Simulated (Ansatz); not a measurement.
# Alloy of ZnGeP2 and ZnSiP2 (1 of 16 Ge sites exchanged), 64 atoms, part 3 of 3

Ansatz 0.2.0, PAW.

## Step 4: r²SCAN single point

in.yaml reads:

```yaml
crystal:
  lattice:
    - [10.840736, -0.000087, -0.000030]
    - [-0.000087, 10.838454, -0.000030]
    - [-0.000029, -0.000029, 10.691197]
  atoms:
    - { symbol: Zn, position: [0.999186, 0.000072, 0.000255] }
    - { symbol: Zn, position: [0.999216, 0.500030, 0.999916] }
    - { symbol: Zn, position: [0.499175, 0.000220, 0.000585] }
    - { symbol: Zn, position: [0.499204, 0.500106, 0.000287] }
    - { symbol: Zn, position: [0.999894, 0.248572, 0.251861] }
    - { symbol: Zn, position: [0.000579, 0.750227, 0.251780] }
    - { symbol: Zn, position: [0.500184, 0.249561, 0.250051] }
    - { symbol: Zn, position: [0.499777, 0.749355, 0.250183] }
    - { symbol: Zn, position: [0.248998, 0.999828, 0.748522] }
    - { symbol: Zn, position: [0.249961, 0.499144, 0.750487] }
    - { symbol: Zn, position: [0.750662, 0.999238, 0.748795] }
    - { symbol: Zn, position: [0.749858, 0.499691, 0.750458] }
    - { symbol: Zn, position: [0.248735, 0.248976, 0.500504] }
    - { symbol: Zn, position: [0.248173, 0.750609, 0.500315] }
    - { symbol: Zn, position: [0.750240, 0.249629, 0.500150] }
    - { symbol: Zn, position: [0.749787, 0.751153, 0.500788] }
    - { symbol: Si, position: [0.999963, 0.000030, 0.499795] }
    - { symbol: Ge, position: [0.000412, 0.500491, 0.500244] }
    - { symbol: Ge, position: [0.500568, 0.000451, 0.499944] }
    - { symbol: Ge, position: [0.500431, 0.500535, 0.500138] }
    - { symbol: Ge, position: [0.249366, 0.001255, 0.251205] }
    - { symbol: Ge, position: [0.250139, 0.500754, 0.250113] }
    - { symbol: Ge, position: [0.751311, 0.000525, 0.251124] }
    - { symbol: Ge, position: [0.750563, 0.500803, 0.250154] }
    - { symbol: Ge, position: [0.250311, 0.250317, 0.999971] }
    - { symbol: Ge, position: [0.250380, 0.750792, 0.000275] }
    - { symbol: Ge, position: [0.750873, 0.250440, 0.000283] }
    - { symbol: Ge, position: [0.750736, 0.750797, 0.000088] }
    - { symbol: Ge, position: [0.999924, 0.249472, 0.748838] }
    - { symbol: Ge, position: [0.000887, 0.751662, 0.749201] }
    - { symbol: Ge, position: [0.500375, 0.250540, 0.750215] }
    - { symbol: Ge, position: [0.500296, 0.750874, 0.750209] }
    - { symbol: P, position: [0.125339, 0.124919, 0.124527] }
    - { symbol: P, position: [0.125390, 0.625260, 0.124690] }
    - { symbol: P, position: [0.626551, 0.124625, 0.124938] }
    - { symbol: P, position: [0.625896, 0.624865, 0.124224] }
    - { symbol: P, position: [0.119921, 0.121317, 0.621159] }
    - { symbol: P, position: [0.124219, 0.624586, 0.625723] }
    - { symbol: P, position: [0.624076, 0.124976, 0.625224] }
    - { symbol: P, position: [0.624213, 0.625254, 0.625605] }
    - { symbol: P, position: [0.373872, 0.374852, 0.125450] }
    - { symbol: P, position: [0.373342, 0.875198, 0.126381] }
    - { symbol: P, position: [0.874601, 0.374433, 0.126214] }
    - { symbol: P, position: [0.874485, 0.874755, 0.125988] }
    - { symbol: P, position: [0.375011, 0.124485, 0.375496] }
    - { symbol: P, position: [0.374300, 0.624568, 0.375631] }
    - { symbol: P, position: [0.877806, 0.120842, 0.379366] }
    - { symbol: P, position: [0.874689, 0.624405, 0.375953] }
    - { symbol: P, position: [0.124837, 0.375953, 0.374799] }
    - { symbol: P, position: [0.121908, 0.879686, 0.378159] }
    - { symbol: P, position: [0.625008, 0.375761, 0.374389] }
    - { symbol: P, position: [0.624634, 0.875746, 0.374300] }
    - { symbol: P, position: [0.124240, 0.373275, 0.874761] }
    - { symbol: P, position: [0.124933, 0.874724, 0.875337] }
    - { symbol: P, position: [0.624796, 0.374137, 0.875769] }
    - { symbol: P, position: [0.625122, 0.874677, 0.875197] }
    - { symbol: P, position: [0.375483, 0.374395, 0.624362] }
    - { symbol: P, position: [0.375719, 0.874790, 0.624073] }
    - { symbol: P, position: [0.875519, 0.375058, 0.624513] }
    - { symbol: P, position: [0.879324, 0.877795, 0.621152] }
    - { symbol: P, position: [0.374025, 0.125458, 0.873776] }
    - { symbol: P, position: [0.374551, 0.626070, 0.874514] }
    - { symbol: P, position: [0.874498, 0.125582, 0.874135] }
    - { symbol: P, position: [0.874904, 0.626720, 0.873752] }
kpoints:
  mp_grid: { grid: [1, 1, 1] }
hamiltonian:
  xc: r2scan
scf:
  occupations: { method: fermi_dirac, width: 0.01 }
output:
  forces: true
  eigenvalues: true
  populations: true
  eigenstates: { kpoints: [[0, 0, 0]], e_range: [-6.0, 6.0], localisation: true }
```

On the command line:

```
$ ansatz run in.yaml --threads 16 --pin off --max-ram 34200MiB --runs-dir r --events-out ev --progress --plain
```

What it wrote:

```text
Pseudopotentials: kind: paw
Functional definition: r2SCAN
  parameter k0 = 0.174
  parameter k1 = 0.065
  parameter a1 = 4.9479
  exchange = r2scan_x(k0 = k0, k1 = k1, a1 = a1)
  correlation = r2scan_c
Crystal: 64 atoms, lattice volume = 1256.182 Å³
Basis set: ecut = 500 eV, 31863 PW (Γ), exchange–correlation on 320×320×320 points (64 copies of the dense FFT grid, shifted against one another)
Bands: 347, of which v1, the nominal top of the filled ones, is band 283 counted from 1 (282 counted from 0)
Symmetry: 1 space group operations
Space group: P1 (ITA 1), of the structure as read, at distance tolerance 1.1e-4 Å
k-points: 1
Non-local potential: Zn, projectors of the file, l = 0: 2, l = 1: 2, l = 2: 3, l = 3: 1
Non-local potential: Si, projectors of the file, l = 0: 2, l = 1: 2, l = 2: 2
Non-local potential: Ge, projectors of the file, l = 0: 2, l = 1: 2, l = 2: 3, l = 3: 1
Non-local potential: P, projectors of the file, l = 0: 2, l = 1: 2, l = 2: 2
PAW form: soft (Blöchl's): semilocal exchange-correlation on the pseudo side does not see the compensation charge
PAW frozen core: Zn, regenerated for the run's functional (the file was generated under x = pbe(κ = 0.804, μ = 0.2195149727645171), c = pbe(β = 0.06672455060314922))
PAW frozen core: Si, regenerated for the run's functional (the file was generated under x = pbe(κ = 0.804, μ = 0.2195149727645171), c = pbe(β = 0.06672455060314922))
PAW frozen core: Ge, regenerated for the run's functional (the file was generated under x = pbe(κ = 0.804, μ = 0.2195149727645171), c = pbe(β = 0.06672455060314922))
PAW frozen core: P, regenerated for the run's functional (the file was generated under x = pbe(κ = 0.804, μ = 0.2195149727645171), c = pbe(β = 0.06672455060314922))
PAW one-centre angular grid: Zn, 590 points (default); XC on 261 of its mesh's 2673 points in the sphere
PAW one-centre angular grid: Si, 302 points (default); XC on 160 Gauss nodes
PAW one-centre angular grid: Ge, 590 points (default); XC on 160 Gauss nodes
PAW one-centre angular grid: P, 302 points (default); XC on 160 Gauss nodes
Initial density: superposition of atomic densities (neutral atoms: chi_scale 0, normalization atom), corrected by the library's trained network
Initial wavefunctions: pseudopotential atomic-orbital guess
Functional: x = r2scan, c = r2scan; τ floored in thin density (d = 2e-4 eV/Å³)
SCF iter   1: F=—  HF=-142700.298555 eV  |F-HF|=—  |Δ(HF+E_count)|=         —  Δρ=1.23e-2  dr2=1.05e0  dr2_τ=2.96e-1  ethr=1.77e-3  ⟨swp⟩=9.0  Hψ=1703  notcnv=0  defer=19
preconditioner: auto → Resta (q_TF=auto, 2.389 Å⁻¹)  ε∞=5.6  [insulator: Δε(μ)=1.400 eV  Ē_g=10.005 eV  σ=0.010 eV  W_gap=1.00  n_scr=256 (ndim 8)  ℏωp=21.4 eV  f_vac=0.003  D(μ)=0.00/eV (n_scr^D=0)  ε∞_Penn≈5.6]
SCF iter   2: F=—  HF=-142700.573106 eV  |F-HF|=—  |Δ(HF+E_count)|=   2.75e-1  Δρ=3.13e-3  dr2=8.16e-2  dr2_τ=4.34e-3  ethr=1.85e-4  ⟨swp⟩=4.0  Hψ=819  notcnv=0  defer=55
SCF iter   3: F=—  HF=-142700.537771 eV  |F-HF|=—  |Δ(HF+E_count)|=   3.53e-2  Δρ=2.97e-3  dr2=6.71e-2  dr2_τ=3.59e-4  ethr=1.44e-5  ⟨swp⟩=3.0  Hψ=477  notcnv=0  defer=55
SCF iter   4: F=—  HF=-142700.538640 eV  |F-HF|=—  |Δ(HF+E_count)|=   8.68e-4  Δρ=8.95e-4  dr2=6.48e-3  dr2_τ=8.90e-5  ethr=1.18e-5  ⟨swp⟩=3.0  Hψ=468  notcnv=0  defer=55
SCF iter   5: F=—  HF=-142700.536542 eV  |F-HF|=—  |Δ(HF+E_count)|=   2.10e-3  Δρ=2.82e-4  dr2=8.60e-4  dr2_τ=1.03e-5  ethr=1.15e-6  ⟨swp⟩=2.0  Hψ=584  notcnv=0  defer=55
SCF iter   6: F=—  HF=-142700.536797 eV  |F-HF|=—  |Δ(HF+E_count)|=   2.55e-4  Δρ=8.26e-5  dr2=1.06e-4  dr2_τ=1.37e-6  ethr=1.52e-7  ⟨swp⟩=3.0  Hψ=726  notcnv=0  defer=55
SCF iter   7: F=—  HF=-142700.536810 eV  |F-HF|=—  |Δ(HF+E_count)|=   1.29e-5  Δρ=3.71e-5  dr2=1.17e-5  dr2_τ=1.09e-7  ethr=1.87e-8  ⟨swp⟩=2.0  Hψ=485  notcnv=0  defer=55
SCF iter   8: F=—  HF=-142700.536783 eV  |F-HF|=—  |Δ(HF+E_count)|=   2.71e-5  Δρ=1.97e-5  dr2=3.21e-6  dr2_τ=3.89e-8  ethr=2.06e-9  ⟨swp⟩=2.0  Hψ=474  notcnv=0  defer=55
SCF iter   9: F=—  HF=-142700.536783 eV  |F-HF|=—  |Δ(HF+E_count)|=   1.14e-7  Δρ=3.96e-6  dr2=1.88e-7  dr2_τ=2.40e-9  ethr=5.67e-10  ⟨swp⟩=2.0  Hψ=500  notcnv=0  defer=55
SCF iter  10: F=-142700.536783 eV  HF=-142700.536783 eV  |F-HF|=6.40e-10  |Δ(HF+E_count)|=   6.41e-8  Δρ=1.05e-6  dr2=1.22e-8  dr2_τ=3.40e-10  ethr=1.77e-11  ⟨swp⟩=15.0  Hψ=1949  notcnv=0
SCF 1 converged in 10 iterations: F = -142700.536783 eV  dr2 = 1.22e-8
NSCF: frozen V_eff on 1 k-points
SCF converged after 10 iterations
Free energy (F): -142700.536783 eV
Harris-Foulkes:  -142700.536783 eV  (|F-HF|=6.40e-10)
Internal energy: -142700.536783 eV  (E = F + TS)
E sigma→0 (E₀):  -142700.536783 eV
Fermi energy:    8.108557 eV
--- Per-component energies (eV) ---
  E_band       = -2237.148450
  E_kinetic    = 6064.303314
  E_local      = -71913.016662  (includes V_loc(G=0)·N_el)
  E_nonlocal   = 17239.651842
  E_hartree    = 30923.298165
  E_xc         = -4963.740557
  E_vxc        = -4042.196337  (∫ρ·V_xc dr)
  E_paw        = -79017.486405  (= ΣΔE_a)
  E_vpaw       = -11633.935623  (= ΣTr[D̂ρ^β])
  E_aug_tail   = -0.000804  (compensation charges beyond the density's cutoff)
  E_vtau       = 201.453100  (kinetic-family band-sum trace: ∫τ·v_τ [+ j·A + Jᵃ·Aᵃ] dr)
  E_ewald      = -41011.353906
  E_core_change = -22.191768  (= ΣΔE_core)
  E_smearing   = -0.000000  (= −TS)
  E_closure    = -0.000000  (closes the sum)
  Σ components = -142700.536783   (vs F -142700.536783, Δ=0.00e0)
--- Forces (eV/Å), atoms counted from 1 ---
  atom   1  Zn    -0.00299259    -0.00549830    -0.02747511
  atom   2  Zn    -0.00047902    -0.00197116    -0.02506704
  atom   3  Zn    -0.00339823    -0.00741937    -0.03161525
  atom   4  Zn     0.00025019    -0.00165818    -0.02787455
  atom   5  Zn    -0.00261885     0.00474687    -0.02699421
  atom   6  Zn    -0.00933298     0.00405436    -0.01964659
  atom   7  Zn    -0.00121197    -0.00357581    -0.02666829
  atom   8  Zn    -0.00012982     0.00197667    -0.02847244
  atom   9  Zn    -0.01100752    -0.00142844    -0.03388342
  atom  10  Zn    -0.00502663    -0.00504771    -0.02478849
  atom  11  Zn    -0.00893562     0.00211746    -0.01788889
  atom  12  Zn    -0.00251261     0.00020361    -0.02526594
  atom  13  Zn    -0.00833573    -0.01319538    -0.02674032
  atom  14  Zn     0.00125384    -0.00288275    -0.03045037
  atom  15  Zn    -0.00009298     0.00138728    -0.02734824
  atom  16  Zn     0.00547095     0.00209299    -0.03425301
  atom  17  Si    -0.04960808    -0.06486512    -0.00496337
  atom  18  Ge    -0.06081222    -0.07162724    -0.01519260
  atom  19  Ge    -0.06892287    -0.07261792    -0.01864966
  atom  20  Ge    -0.06568677    -0.07451929    -0.02051313
  atom  21  Ge    -0.06901472    -0.06750970    -0.02493173
  atom  22  Ge    -0.06717852    -0.06733687    -0.01838407
  atom  23  Ge    -0.05950394    -0.07331219    -0.00617559
  atom  24  Ge    -0.07663035    -0.06918126    -0.01775356
  atom  25  Ge    -0.07530262    -0.07527060    -0.02135982
  atom  26  Ge    -0.06760939    -0.07068549    -0.02210373
  atom  27  Ge    -0.07092872    -0.07651694    -0.01960283
  atom  28  Ge    -0.06648673    -0.07380975    -0.01633255
  atom  29  Ge    -0.07178395    -0.07862498    -0.02615911
  atom  30  Ge    -0.07455481    -0.07060587    -0.01254259
  atom  31  Ge    -0.07730188    -0.06888761    -0.02216851
  atom  32  Ge    -0.07376550    -0.06652080    -0.01890871
  atom  33  P      0.34235337     0.04041304     0.05653749
  atom  34  P      0.33072464     0.03292781     0.04703830
  atom  35  P      0.33089273     0.04127936     0.04754487
  atom  36  P      0.34204379     0.03988322     0.05112259
  atom  37  P     -0.24183319     0.05509425     0.02846380
  atom  38  P     -0.26276925     0.02497704    -0.00900877
  atom  39  P     -0.26327270     0.02062809    -0.00929747
  atom  40  P     -0.26924980     0.01429486    -0.01122440
  atom  41  P     -0.26117828     0.02594301    -0.00792537
  atom  42  P     -0.25698643     0.03298210    -0.00814804
  atom  43  P     -0.25592778     0.02785893    -0.00944258
  atom  44  P     -0.25569331     0.02997438    -0.00835738
  atom  45  P      0.02885516    -0.25609025    -0.00818154
  atom  46  P      0.02680799    -0.26773126    -0.00035787
  atom  47  P      0.00643366    -0.29238093    -0.01982314
  atom  48  P      0.02443812    -0.25622178    -0.00045206
  atom  49  P      0.03609896     0.34096585     0.05352420
  atom  50  P      0.00361272     0.32565113     0.05053875
  atom  51  P      0.03959429     0.34672777     0.05684980
  atom  52  P      0.03878364     0.34331639     0.05351466
  atom  53  P      0.03219641    -0.25019244    -0.00208751
  atom  54  P      0.02060719    -0.25936697    -0.00367369
  atom  55  P      0.01996162    -0.25997417    -0.00380529
  atom  56  P      0.02048656    -0.25077824    -0.00420868
  atom  57  P      0.34666028     0.04489261     0.05549920
  atom  58  P      0.34881044     0.03890912     0.04781825
  atom  59  P      0.33884139     0.04163446     0.05034499
  atom  60  P      0.34042605     0.03797555     0.00896341
  atom  61  P      0.05350596     0.34168954     0.05905980
  atom  62  P      0.04454724     0.34027097     0.05505182
  atom  63  P      0.04489024     0.33396602     0.05062960
  atom  64  P      0.04953807     0.33846507     0.05365753
  max |Σ_I F_I| component: 9.15e-6 eV/Å
--- Band table (eV) ---
  k-point 0: bands = ["-18.1806", "-18.1804", "-18.1802", "-18.1795", "-18.1787", "-18.1779", "-18.1776", "-18.1769", "-18.1767", "-18.1757", "-18.1755", "-18.1748", "-18.1746", "-18.1734", "-18.1729", "-18.1709", "-18.1706", "-18.1700", "-18.1699", "-18.1695", "-18.1688", "-18.1684", "-18.1673", "-18.1668", "-18.1658", "-18.1656", "-18.1656", "-18.1652", "-18.1648", "-18.1645", "-18.1642", "-18.1633", "-18.1629", "-18.1627", "-18.1624", "-18.1616", "-18.1613", "-18.1586", "-18.1582", "-18.1572", "-18.1571", "-18.1567", "-18.1566", "-18.1552", "-18.1551", "-18.1427", "-18.1426", "-18.1420", "-18.1415", "-18.1412", "-18.1369", "-18.1344", "-18.1338", "-18.1333", "-18.1327", "-18.1315", "-18.1312", "-18.1311", "-18.1307", "-18.1306", "-18.1300", "-18.1297", "-18.1293", "-18.1270", "-18.1267", "-18.1240", "-18.1238", "-18.1235", "-18.1230", "-18.1227", "-18.1224", "-18.1221", "-18.1217", "-18.1196", "-18.1193", "-6.4857", "-5.7167", "-5.7112", "-5.7097", "-5.6854", "-5.4729", "-5.4645", "-5.0791", "-5.0716", "-5.0658", "-5.0384", "-4.6623", "-4.6620", "-4.6611", "-4.6323", "-4.0537", "-4.0531", "-4.0516", "-4.0498", "-3.8233", "-3.8171", "-3.8117", "-3.8034", "-3.3265", "-3.3257", "-3.2951", "-3.2817", "-3.2789", "-3.2699", "-3.2676", "-3.2649", "-3.2616", "-2.2779", "-1.1361", "-1.1352", "-1.1335", "-1.0582", "-0.7450", "-0.7319", "-0.7077", "-0.6957", "-0.6824", "-0.5751", "-0.3381", "-0.3376", "-0.3375", "-0.2707", "0.1100", "0.1682", "0.1688", "0.1691", "0.1702", "0.1872", "0.2096", "0.2106", "0.2115", "0.2117", "0.2294", "0.2300", "0.2387", "0.2394", "0.2400", "0.2409", "0.2414", "0.2423", "0.2428", "0.2438", "0.2458", "0.2489", "0.2669", "0.2673", "0.2697", "0.2722", "0.2743", "0.2747", "0.2900", "0.3375", "0.3381", "0.3457", "0.3473", "0.3587", "0.3622", "0.3636", "0.3641", "0.3886", "0.3894", "0.3898", "0.3917", "0.4047", "0.4100", "0.4104", "0.4182", "0.4374", "0.4378", "0.4388", "0.4405", "0.4588", "0.4596", "0.4597", "0.4603", "0.4704", "0.4711", "0.4713", "0.4717", "0.4733", "0.4736", "0.5182", "0.5204", "0.5208", "0.5280", "0.5382", "0.5444", "0.5450", "0.5473", "0.5591", "0.5625", "0.5743", "0.5757", "0.6034", "0.6078", "0.6082", "0.6091", "0.6326", "0.6447", "1.5459", "1.5465", "1.5483", "1.6167", "2.0066", "2.0168", "2.0261", "2.0514", "2.1461", "2.4759", "2.4780", "2.4886", "2.4901", "2.8942", "2.8949", "3.0665", "3.0674", "3.0840", "3.0886", "3.2259", "3.3530", "3.4023", "3.4078", "3.4105", "3.4340", "3.4386", "3.4404", "3.4517", "3.4526", "3.4829", "3.5665", "3.5920", "3.6043", "3.6052", "3.6224", "3.6240", "3.6299", "3.6383", "3.6499", "3.6653", "3.6659", "3.7234", "3.7245", "3.7350", "3.7446", "4.6599", "4.6639", "4.7882", "4.7889", "5.0500", "5.0808", "5.0877", "5.0881", "5.3598", "5.3614", "5.4098", "5.4172", "5.4181", "5.4563", "5.4958", "5.5058", "5.5074", "5.5291", "5.9582", "5.9595", "6.0834", "6.0946", "6.1110", "6.1139", "6.1327", "6.1352", "6.1433", "6.1569", "6.4791", "6.4977", "6.5097", "6.5118", "6.5961", "6.6124", "6.6221", "6.6277", "7.3235", "7.3372", "7.4095", "8.8076", "8.8730", "8.9418", "8.9431", "8.9685", "8.9789", "9.0527", "9.0617", "9.0626", "9.2328", "9.2481", "9.2491", "9.2603", "9.3108", "9.4433", "10.0397", "10.0551", "10.2635", "10.2888", "10.2901", "10.3290", "10.3463", "10.3562", "10.3781", "10.5012", "10.6975", "10.7733", "10.7803", "10.7830", "10.7877", "10.7941", "10.8861", "11.2544", "11.3546", "11.3645", "11.3672", "11.4818", "11.4939", "11.6854", "11.7025", "11.7150", "11.7301", "12.0214", "12.0250", "12.0385", "12.0434", "12.1316", "12.1910", "12.1921", "12.1959", "12.4271", "12.4294", "12.4769", "12.4956", "12.4974", "12.5193", "12.6463", "12.6783", "12.6791", "12.6997", "12.8435", "12.9074", "13.2206", "13.2314"]
--- Löwdin populations: 64 sites ---
  site symbol       q [e]
     0     Zn     10.7095
     1     Zn     10.7121
     2     Zn     10.7122
     3     Zn     10.7098
     4     Zn     10.7109
     5     Zn     10.7112
     6     Zn     10.7098
     7     Zn     10.7098
     8     Zn     10.7110
     9     Zn     10.7099
    10     Zn     10.7108
    11     Zn     10.7098
    12     Zn     10.7109
    13     Zn     10.7106
    14     Zn     10.7106
    15     Zn     10.7109
    16     Si      3.5613
    17     Ge     13.6908
    18     Ge     13.6908
    19     Ge     13.6891
    20     Ge     13.6914
    21     Ge     13.6920
    22     Ge     13.6918
    23     Ge     13.6920
    24     Ge     13.6920
    25     Ge     13.6919
    26     Ge     13.6919
    27     Ge     13.6919
    28     Ge     13.6918
    29     Ge     13.6915
    30     Ge     13.6921
    31     Ge     13.6921
    32      P      5.6406
    33      P      5.6402
    34      P      5.6410
    35      P      5.6411
    36      P      5.6597
    37      P      5.6385
    38      P      5.6396
    39      P      5.6382
    40      P      5.6390
    41      P      5.6392
    42      P      5.6382
    43      P      5.6387
    44      P      5.6386
    45      P      5.6382
    46      P      5.6583
    47      P      5.6392
    48      P      5.6416
    49      P      5.6614
    50      P      5.6404
    51      P      5.6404
    52      P      5.6390
    53      P      5.6386
    54      P      5.6390
    55      P      5.6383
    56      P      5.6402
    57      P      5.6417
    58      P      5.6405
    59      P      5.6606
    60      P      5.6401
    61      P      5.6409
    62      P      5.6406
    63      P      5.6412
  spilling = 0.009087 (of n_electrons = 566.000000)
```

Wall time 14 s (16 threads of Intel Xeon Platinum 8488C, shared host); peak memory 4.8 GiB.

Spacing of the frontier levels at the Γ point alone: 1.40 eV (7.410 to 8.808 eV).

The states next to the gap (eigenstates.tsv), from the top filled level:

```
level (eV)  spin  filling  atoms sharing it  main element  its share  largest atom
     -0.09  both     2.00              53.1             P       0.72             –
     -0.07  both     2.00              53.0             P       0.73             –
      0.00  both     2.00              52.1             P       0.74             –
      1.40  both     0.00              58.7             P       0.61             –
      1.46  both     0.00              52.0             P       0.61             –
      1.53  both     0.00              54.5             P       0.54             –
      1.53  both     0.00              55.0             P       0.54             –
      1.56  both     0.00              54.1             P       0.44             –
```

The largest force by r²SCAN is 0.35 eV/Å, on P58: the geometry is not this level's minimum.

## Step 5: What came out

What follows sums up all 3 parts. Changes of volume or cell count from the first structure of part 1.

| level | time | k points | top filled to lowest empty (eV) |
| --- | --- | --- | --- |
| PBEsol, relaxation | 36 s (16 CPU threads) | (¼, ¼, ¼) | 1.58 |
| HSE06 | 1.7 min (16 CPU threads) | Γ | 1.94 |
| r²SCAN | 14 s (16 CPU threads) | Γ | 1.40 |

| quantity | value |
| --- | --- |
| relaxation | 5 recorded steps, 0.55 eV gained |
| largest shift | 0.10 Å (P47) |
| relaxed cell | a = 10.841 Å, b = 10.838 Å, c = 10.691 Å, α = 90.00°, β = 90.00°, γ = 90.00° |
| mean bonds | Ge–P 2.333, P–Si 2.265, P–Zn 2.344 Å |

**In words.** The relaxation lowers the energy by 0.55 eV; the largest shift is 0.10 Å (P47), while the volume changes by -0.0 %. The mean lengths of the listed bonds run from P–Si 2.26 Å to P–Zn 2.34 Å. At the same k points, r²SCAN gives a spacing 0.54 eV smaller than the 1.94 eV of HSE06. The relaxation ran on other k points, so part of any difference from the later rows can come from the mesh. The price of HSE06 is about 7 times the time of r²SCAN here. No spin–orbit coupling is included; with elements this heavy it would shift the edges. With one k point the spacing samples only the states that fold onto it, so it can exceed the gap over the zone.
